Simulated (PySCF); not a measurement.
# LiGe (quartet) at other levels of theory

What do other methods print for LiGe (quartet)?

Program: PySCF 2.14.0. Level of theory: each script names its method and basis. These are calculated values, not measurements.

6 further runs of the same task are left out: 6 that didn't finish.

## 1. The starting structure

LiGe (quartet): 2 atoms, charge 0, spin multiplicity 4.

Bond lengths: Li1–Ge2 2.445 Å.

## 2. The run that the others are compared with

Contents of input.py:

```python
from pyscf import gto, dft

mol = gto.M(
    atom='Li 0 0 0; Ge 0 0 2.445',
    basis='sbkjc',
    ecp={'Li': 'sbkjc', 'Ge': 'sbkjc'},
    charge=0,
    spin=3,
    verbose=4,
)
mf = dft.UKS(mol, xc='olyp')
mf.kernel()
mf.stability(internal=True, external=True)
mf.dip_moment()
print('orbital energies (hartree):', [e[max(0, n-3):n+3].round(4) for e, n in zip(mf.mo_energy, mol.nelec)])
```

Run with:

```
$ OMP_NUM_THREADS=1 python input.py
```

## 3. O3lyp

Variant 1 changes functional: olyp → o3lyp.

input.py: that of step 2 with these lines changed.

```diff
@@ -10,3 +10,3 @@
 )
-mf = dft.UKS(mol, xc='olyp')
+mf = dft.UKS(mol, xc='o3lyp')
 mf.kernel()
```

## 4. Lc_wpbe

Variant 2 changes functional: olyp → lc_wpbe.

input.py: that of step 2 with these lines changed.

```diff
@@ -10,3 +10,3 @@
 )
-mf = dft.UKS(mol, xc='olyp')
+mf = dft.UKS(mol, xc='lc_wpbe')
 mf.kernel()
```

## 5. Geometry optimisation

Variant 3 changes step after the SCF: stability → optimize.

Contents of input.py:

```python
from pyscf import gto, dft
from pyscf.geomopt.geometric_solver import optimize

mol = gto.M(
    atom='Li 0 0 0; Ge 0 0 2.445',
    basis='sbkjc',
    ecp={'Li': 'sbkjc', 'Ge': 'sbkjc'},
    charge=0,
    spin=3,
    verbose=4,
)
mf = dft.UKS(mol, xc='olyp')
mf.kernel()
g = mf.nuc_grad_method()
g.grid_response = True
mol_eq = optimize(g.as_scanner(), maxsteps=30)
print('optimised geometry (angstrom)')
print(mol_eq.tostring('raw'))
print('orbital energies (hartree):', [e[max(0, n-3):n+3].round(4) for e, n in zip(mf.mo_energy, mol.nelec)])
```

What does the calculation give? Wanted: for each run, E(SCF); from base; gap, α spin; SCF dipole; after the SCF.

**Answer**, as computed:

```csv
run,E(SCF) (hartree),from base (eV),cycles,"gap, α spin (eV)",SCF dipole (D),after the SCF
base,-4.005877,0,7,1.49,5.47,unstable: UHF/UKS -> GHF/GKS
o3lyp,-4.013806,not comparable,7,2.07,5.71,unstable: UHF/UKS -> GHF/GKS
lc_wpbe,-4.027006,not comparable,9,6.24,6.59,unstable: UHF/UKS -> GHF/GKS
geometry optimisation,-4.005877,0.0000,7,1.49,n/a,"bond 2.470 Å, -0.001 eV"
```

SCF columns refer to the geometry typed in the script.

The α-spin gap between the frontier levels is 1.5 eV with olyp (0 % exact exchange) and 2.1 eV with o3lyp (12 %). A lower total energy from another functional means nothing by itself.
